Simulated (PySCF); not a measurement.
# C7H4ClFO: the cost of one run

Computed with PySCF 2.14.0, with density-fitted response routines of our own, on a single molecule, in the gas phase or a continuum. Atoms are numbered from 0 throughout.

**1. The molecule as given**

14 atoms, charge 0, multiplicity 1; geometry from: GFN2-xTB. The atoms were then displaced at random by about 0.01 Å, so the start is not that level's minimum.

Bonds of the start (Å): O0–C1 1.23, C1–Cl2 1.76, C1–C3 1.43, C3–C4 1.42, C4–C5 1.38, C5–C6 1.37, C6–C7 1.39, C7–C8 1.36, C8–F9 1.34, C8–C3 1.41, C4–H10 1.08, C5–H11 1.08, C6–H12 1.11, C7–H13 1.09.

**2. Relaxing the molecule at PBE0-D3(BJ)/def2-TZVP**

What the job is given:

```
{"job": {"xc": "PBE0", "basis": "def2-TZVP", "d3": "d3bj", "grid": 2, "shake": 0.01, "kind": "geom"}, "charge": 0, "multiplicity": 1}
O      2.993440    -1.036220     0.114460
C      2.293940    -0.144410    -0.350650
Cl     3.043610     1.098690    -1.341140
C      0.879070    -0.011740    -0.158500
C      0.251450    -1.018220     0.622830
C     -1.102250    -1.012610     0.895700
C     -1.898120    -0.019670     0.377720
C     -1.338710     0.984260    -0.409030
C      0.004660     0.984670    -0.646720
F      0.465880     1.973190    -1.419850
H      0.889820    -1.784080     1.039000
H     -1.518620    -1.797340     1.515170
H     -2.996240    -0.003060     0.568620
H     -1.975080     1.771450    -0.815350
```

Run with:

```
OMP_NUM_THREADS=2 python probes_run.py task.json out
```

One launch serves the whole session: the jobs run in the order shown.

**Question.** How long does this first job take on 2 threads of Intel Xeon at 2.50GHz, shared host, and how much memory does it need?

About 29 min, with a peak of 2.7 GiB.
